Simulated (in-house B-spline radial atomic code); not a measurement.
**Ir⁷⁵⁺: RPA response and pair energies**

How easily is Ir⁷⁵⁺ polarised, which shells carry the response, and how large is its correlation energy at second order?

Program: an in-house B-spline radial atomic code, version 1. Level of theory: Dirac-Hartree-Fock, relativistic RPA and second-order many-body perturbation theory, no-pair Dirac-Coulomb, B-spline basis. These are calculated values, not measurements, unless marked.

### 1 The atom as given

| Quantity | Value |
| --- | --- |
| element | iridium (Z = 77) |
| charge | +75 |
| closed shells | 1s2 |
| nucleus | mass number 193, rms radius 5.403 fm |

Outer shells as boxes (Hund's rule):

Ir75+
```
1s [↑↓]
```

### 2 Dirac-Hartree-Fock start

The run's settings:

```ini
basis_form = 2
Z = 77
core_configuration = 1s2
rms_radius = 5.4032
mass_number = 193
speed_of_light = 137.035999084
box_radius = 1.408
lmax = 7
intervals = 54
virtual_cutoff = 148225.0
```

On the command line:

```console
> python run_mb.py task.json out
```

The program writes no log. Results of the run, from its result record (rounded, main fields):

```text
{
  "status": "converged",
  "hf_energy [hartree]": -6431.74508753,
  "orbitals [hartree]": [
    ["1s1/2", -3188.449]
  ],
  "breit [hartree]": 6.686165
}
```

Wall time 0.1 s (1 thread, shared host).

The further fields of the record follow part by part.

The highest level is 1s1/2 at -86762 eV, the deepest 1s1/2 at -86762 eV.

### 3 The dipole field

The record's fields for this part:

```text
{
  "dipole_polarisability [bohr^3]": 1.804007e-07,
  "dipole_polarisability_uncoupled [bohr^3]": 1.790473e-07,
  "dipole_shielding": 0.0262,
  "dipole_by_shell [bohr^3]": {"1s1/2": 1.80401e-07},
  "dipole_imaginary_frequency [hartree, au]": {
    "u": [0.0, 13.3, 33.1, 66.3, 99.4, 133.0, 199.0, 265.0, 331.0, 464.0, 663.0, 994.0, 1330.0, 1990.0, 3310.0, 6630.0],
    "alpha": [1.803956e-07, 1.803911e-07, 1.803676e-07, 1.802835e-07, 1.801438e-07, 1.799453e-07, 1.79391e-07, 1.786225e-07, 1.776459e-07, 1.750773e-07, 1.69888e-07, 1.584989e-07, 1.448574e-07, 1.172166e-07, 7.408502e-08, 2.820861e-08]
  },
  "dipole_excitations [hartree, oscillator strength, leading channel, weight]": [
    [2381.036, 0.2175, "1s1/2 -> p1/2", 1.0],
    [2451.908, 0.47607, "1s1/2 -> p3/2", 1.0],
    [2837.815, 0.035596, "1s1/2 -> p1/2", 1.0],
    [2858.922, 0.097982, "1s1/2 -> p3/2", 1.0]
  ],
  "dipole_real_frequency [hartree, bohr^3]": {
    "omega": [238.0, 476.0, 714.0, 952.0, 1190.0, 1430.0, 1670.0, 1900.0, 2140.0],
    "alpha": [1.81854e-07, 1.86388e-07, 1.945217e-07, 2.073158e-07, 2.267835e-07, 2.572417e-07, 3.077836e-07, 3.986511e-07, 6.435695e-07]
  },
  "c6 [hartree bohr^6]": 6.724651e-11,
  "cauchy_s-4": 2.552158e-14,
  "trk_sum": 1.600499,
  "mean_excitation_energy [hartree]": 3336.54
}
```

The excitations in eV:

```tsv
energy (eV)	strength	leading channel	weight
64791	0.217	1s1/2 → p1/2	1.00
66720	0.476	1s1/2 → p3/2	1.00
77221	0.0356	1s1/2 → p1/2	1.00
77795	0.0980	1s1/2 → p3/2	1.00
```

At imaginary frequency the polarisability falls to half its static value near 2817 hartree; at 0.9 of the first excitation energy it stands at 3.57 times the static value.

### 4 Quadrupole and octupole response

In the record:

```text
{
  "quadrupole_polarisability [bohr^5]": 8.906073e-11,
  "quadrupole_polarisability_uncoupled [bohr^5]": 8.85537e-11,
  "quadrupole_shielding": 0.00762,
  "quadrupole_by_shell [bohr^5]": {"1s1/2": 8.90607e-11},
  "quadrupole_imaginary_frequency [hartree, au]": {
    "u": [0.0, 13.3, 33.1, 66.3, 99.4, 133.0, 199.0, 265.0, 331.0, 464.0, 663.0, 994.0, 1330.0, 1990.0, 3310.0, 6630.0],
    "alpha": [8.905618e-11, 8.90549e-11, 8.904826e-11, 8.902441e-11, 8.89848e-11, 8.892849e-11, 8.877089e-11, 8.85517e-11, 8.827194e-11, 8.752979e-11, 8.600139e-11, 8.250506e-11, 7.804193e-11, 6.795386e-11, 4.873231e-11, 2.173569e-11]
  },
  "quadrupole_excitations [hartree, oscillator strength, leading channel, weight]": [
    [2858.966, 4.5792e-05, "1s1/2 -> d3/2", 1.0],
    [2864.768, 7.5254e-05, "1s1/2 -> d5/2", 1.0]
  ],
  "c8 [hartree bohr^8]": 1.897039e-13,
  "octupole_polarisability [bohr^7]": 1.213359e-13,
  "octupole_polarisability_uncoupled [bohr^7]": 1.208376e-13,
  "octupole_by_shell [bohr^7]": {"1s1/2": 1.21336e-13}
}
```

The excitations in eV:

```tsv
energy (eV)	strength	leading channel	weight
77796	4.58e-05	1s1/2 → d3/2	1.00
77954	7.53e-05	1s1/2 → d5/2	1.00
```

### 5 Second-order correlation energy

The record's fields for this part:

```text
{
  "second_order_energy [hartree]": {"by_l": [-0.02082164, -0.02562198, -0.003522533, -0.0009740442, -0.0003755632, -0.0001709211, -9.150465e-05, -5.38188e-05], "sum": -0.05163201, "extrapolated": -0.05174202, "direct": -0.1017331},
  "pair_energies [hartree]": [
    ["1s1/2", "1s1/2", -0.051632]
  ]
}
```

Share of the summed energy by partial wave: s 40.3 %, p 49.6 %, d 6.8 %, f 1.9 %, g 0.7 %, h 0.3 %, i 0.2 %, k 0.1 %.

### 6 Outcome

```
                         quantity                                   value
            dipole polarisability                         1.804e-07 bohr³
                 without coupling                         1.790e-07 bohr³
        quadrupole polarisability                         8.906e-11 bohr⁵
                C6 of a like pair                 6.725e-11 hartree bohr⁶
                 dipole shielding                                   0.026
                first dipole root                                64791 eV
second-order energy, extrapolated  -0.0517 hartree (-0.70 eV an electron)
```

**Reading.** The 1s1/2 subshell carries 100 % of the dipole polarisability of 1.80e-07 bohr³. Against the uncoupled value, letting the induced field act back on the electrons raises it by 1 %. The dipole shielding factor is near N/Z = 0.026, as the balance of forces on the electrons requires. The largest pair energy is 1s1/2–1s1/2, 100 % of the second-order sum; the tail beyond the last partial wave adds 0.2 %.
